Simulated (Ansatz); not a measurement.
The system is NiMoIrPdW.

```
CELL_PARAMETERS angstrom
-1.37004 1.37004 9.71647
1.37004 -1.37004 9.71647
1.37004 1.37004 -9.71647
ATOMIC_POSITIONS crystal
Ni 0.19862 0.19862 0.00000
Mo 0.60922 0.60922 0.00000
Pd 0.79310 0.79310 0.00000
Ir 0.39944 0.39944 0.00000
W 0.99565 0.99565 0.00000
```

The cell was built by a generator and needn't be a form met in nature.

A run of Ansatz 0.2.0 on this cell left the log below. Logs are shortened: lines on timing, memory, paths and dates and some standing lists are left out, and cuts for length are marked.

```text
Warning: RAYON_NUM_THREADS=8 ignored (pool sized by the plan → 8); use --threads N
basis.fft_grid_basis auto: the FFT boxes are laid along the combinations [[1, 0, 1], [0, 1, 1], [0, 0, 1]] of the cell's own vectors, 2.740, 2.740 and 9.908 Å long. The dense box has 20×20×72 points. Along the cell's own vectors, as sized, it would have 72×72×72, 12.96 times as many. Of the 8 symmetry operations that the crystal satisfies within crystal.symmetry.tolerance (time reversal apart; of a slab, those that keep its plane) the dense box along the cell's own vectors carries 8, and the one as laid loses 6 of those. basis.fft_grid_basis: typed keeps the cell's own vectors: state it where this run's energies or levels are differenced outside the engine with another run's, or held beside a run that keeps those vectors.
Engine: ansatz 0.2.0, x86_64-unknown-linux-gnu
Pseudopotentials: kind: paw
Pseudopotential: Ni, paw, valence charge 18, recommended cutoff 420 eV (normal), Ni.paw.azcp
Pseudopotential: Mo, paw, valence charge 14, recommended cutoff 420 eV (normal), Mo.paw.azcp
Pseudopotential: Pd, paw, valence charge 18, recommended cutoff 420 eV (normal), Pd.paw.azcp
Pseudopotential: Ir, paw, valence charge 17, recommended cutoff 420 eV (normal), Ir.paw.azcp
Pseudopotential: W, paw, valence charge 14, recommended cutoff 420 eV (normal), W.paw.azcp
Functional definition: RPBE
  parameter kappa = 0.804
[... 230 lines left out ...]
--- Stress (GPa, compression-positive) ---
       -0.038615       0.000000       0.000000
        0.000000      -0.038615      -0.000000
        0.000000       0.000000       0.016248
  P = ⅓ Tr σ = -0.0203 GPa (-0.203 kbar)
--- Band table (eV; the first three rows and the last of 204) ---
  k-point 0 ↑: bands = ["-82.5795", "-71.6255", "-63.7679", "-53.3644", "-42.9380", "-42.8601", "-42.8601", "-40.4031", "-29.5152", "-29.3751", "-29.3751", "-28.5446", "-28.3441", "-28.3441", "-17.6877", "-17.1743", "-17.1743", "-14.4851", "-13.9864", "-13.9864", "11.6269", "13.8704", "14.0704", "14.8725", "14.9672", "15.9969", "16.1927", "16.9490", "17.8240", "18.0915", "18.0915", "18.4467", "18.9226", "19.0840", "19.0840", "19.4721", "19.5097", "19.6572", "19.6572", "19.9096", "20.6626", "20.7483", "21.6232", "21.7944", "21.7944", "22.4026", "23.6069", "23.9649", "23.9649", "24.8200", "33.0905"]
  k-point 1 ↑: bands = ["-82.5790", "-71.6220", "-63.7643", "-53.3536", "-42.9370", "-42.8636", "-42.8633", "-40.3837", "-29.5103", "-29.3956", "-29.3941", "-28.5383", "-28.3775", "-28.3759", "-17.6682", "-17.2574", "-17.2495", "-14.4659", "-14.0706", "-14.0635", "12.1830", "14.3168", "14.4875", "15.2224", "15.3423", "16.3105", "16.4271", "17.2303", "17.6184", "18.0628", "18.1644", "18.2007", "18.8720", "18.9480", "19.0814", "19.3172", "19.4336", "19.5973", "19.7393", "19.8011", "19.9341", "20.3464", "21.2972", "21.5157", "21.6396", "23.0698", "23.6560", "23.8424", "24.5669", "25.4703", "32.3378"]
  k-point 2 ↑: bands = ["-82.5776", "-71.6127", "-63.7552", "-53.3254", "-42.9346", "-42.8726", "-42.8718", "-40.3329", "-29.4979", "-29.4472", "-29.4435", "-28.5224", "-28.4621", "-28.4586", "-17.6182", "-17.4622", "-17.4427", "-14.4176", "-14.2788", "-14.2615", "13.6317", "15.3091", "15.5979", "16.0507", "16.1637", "16.7341", "17.0134", "17.2349", "17.4360", "17.8633", "17.9368", "18.2846", "18.3374", "18.4915", "18.6994", "18.8803", "19.1767", "19.5854", "19.6367", "19.6668", "20.2770", "20.3018", "21.2346", "21.5249", "21.9518", "22.7681", "23.3230", "23.5369", "26.2101", "27.3396", "30.5669"]
  k-point 101 ↓: bands = ["-82.5795", "-71.6255", "-63.7679", "-53.3644", "-42.9380", "-42.8601", "-42.8601", "-40.4031", "-29.5152", "-29.3751", "-29.3751", "-28.5447", "-28.3441", "-28.3441", "-17.6877", "-17.1743", "-17.1743", "-14.4852", "-13.9864", "-13.9864", "11.7269", "13.2802", "14.2548", "14.8658", "15.4669", "16.0277", "16.2973", "16.7582", "17.9686", "18.1115", "18.1115", "18.5427", "18.8700", "18.9528", "18.9528", "19.2483", "19.4728", "19.8447", "19.8447", "19.9080", "20.4551", "20.7494", "20.8351", "21.6447", "21.6447", "23.6062", "23.6209", "24.0672", "24.0672", "24.8205", "31.6040"]
--- Relaxed structure (6 steps of the walk, 5 accepted, 1 SCFs on fresh bases) ---
  F+E_penalty+E_count = -40134.77205515 eV   max|allowed force component| = 3.562e-3 eV/Å   (the final SCF, on the basis selected at the relaxed cell)
  cell:  # Å, volume = 74.2663 Å³
    - [-1.3751571370461566, 1.3751571370461566, 9.818092271721543]
    - [1.3751571370461566, -1.3751571370461566, 9.818092271721543]
    - [1.3751571370461566, 1.3751571370461566, -9.818092271721543]
  atoms:
    - { symbol: Ni, position: [0.19813176170234484, 0.19813176170234484, 2.6073507569826002e-18] }
    - { symbol: Mo, position: [0.6086137867512776, 0.6086137867512776, 9.240387202744939e-18] }
    - { symbol: Pd, position: [0.7937058934213087, 0.7937058934213087, 1.3974801226935824e-17] }
    - { symbol: Ir, position: [0.39996356950297585, 0.39996356950297585, 7.342897714113912e-18] }
    - { symbol: W, position: [0.9956149886220936, 0.9956149886220936, 1.643432434712002e-17] }
```

**Question.** What input gives this log?

**Answer.** Relaxation of cell and atoms with RPBE, collinear spin, ferromagnetic start. The files as run (others can give the same):

input.yaml
```yaml
crystal:
  lattice:
    - [-1.37004, 1.37004, 9.71647]
    - [1.37004, -1.37004, 9.71647]
    - [1.37004, 1.37004, -9.71647]
  atoms:
    - { symbol: Ni, position: [0.19862, 0.19862, 0.0], spin: 1.0 }
    - { symbol: Mo, position: [0.60922, 0.60922, 0.0], spin: 1.0 }
    - { symbol: Pd, position: [0.7931, 0.7931, 0.0] }
    - { symbol: Ir, position: [0.39944, 0.39944, 0.0], spin: 0.6 }
    - { symbol: W, position: [0.99565, 0.99565, 0.0] }
hamiltonian:
  xc: rpbe
  pseudopotentials: { kind: paw }
magnetization:
  spin_polarized: true
kpoints:
  mp_grid: { grid: [10, 10, 10] }
scf:
  occupations: { method: fermi_dirac, width: 0.05 }
output:
  forces: true
  stress: true
  eigenvalues: true
relax:
  f_tol: 0.01
  max_steps: 40
  cell: { stress_tol: 0.05 }
```

Potentials or basis: Ansatz PAW.
Command:
```bash
$ ansatz run input.yaml --threads 8 --pin off --max-ram 20480MiB --backend cpu --events-out ev --progress --plain --runs-dir out
```

Caveat: the plane-wave basis is chosen anew once the cell has moved, so the energies of steps on either side of that aren't comparable; the PAW data sets come from PBE, with cores solved anew for the run's functional, which leaves a small shift of forces and pressure; the starting moments weren't kept.
